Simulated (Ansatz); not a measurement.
## CH₃BOS, SMILES OB1CS1: energies of removing a hydrogen, step by step

With the Python package of Ansatz (0.2.0).

`ch3bos.xyz`
```text
7

O    -1.00400    1.07710   -1.17960
B    -0.31880    0.07790   -0.48400
C     0.73900   -0.37590    0.53140
S     0.13330   -1.81620   -0.09150
H    -1.82930    1.30530   -0.62790
H     0.50330   -0.14500    1.59830
H     1.83780   -0.19130    0.20760
```

Typed at the interpreter:
```pycon
>>> import ansatz
>>> def single_point(molecule, charge=0, unpaired=0):
...     calc = molecule.calculation().basis(gaussian="cc-pVDZ").functional("cam_b3lyp")
...     if charge:
...         calc = calc.charge(charge)
...     if unpaired:
...         calc = calc.spin("collinear", total=unpaired)
...     report = calc.run(threads=1, pin="off").report
...     if report["published_state_doubts"]:
...         print("  doubts:", report["published_state_doubts"])
...     return report["free_energy_ev"]
...
>>> def without(molecule, index):
...     rest = ansatz.Crystal.molecule()
...     for i, site in enumerate(molecule.cartesian_sites):
...         if i != index:
...             rest = rest.atom(site.symbol, site.position_ang)
...     return rest
...
>>> ch3bos = ansatz.Crystal.molecule_from_extxyz("ch3bos.xyz")
>>> whole = single_point(ch3bos, 0)

>>> hydrogen = single_point(ansatz.Crystal.molecule().atom("H", (0, 0, 0)), 0, 1)
>>> print(f"E(molecule) = {whole:.5f} eV, E(H) = {hydrogen:.5f} eV")
E(molecule) = -14642.76825 eV, E(H) = -13.54839 eV
>>> for index in [4, 6]:
...     radical = single_point(without(ch3bos, index), 0, 1)
...     print(f"H{index}: homolysis {(radical + hydrogen - whole):.3f} eV")
...
H4: homolysis 3.682 eV
H6: homolysis 3.930 eV
```

Reading the output:
- Total energies depend on the basis set; only differences at equal settings carry meaning.
- The geometry is a force-field or estimated start, not a minimum of this method, and the basis set is short of its limit. All parts are taken at fixed geometry, without zero-point energy.
- Hardware and time: 15 s on 1 thread of Arm Neoverse V1, on a shared host, peak memory 0.23 GiB.

(Lines on the test bed's own set-up are left out of the output.)
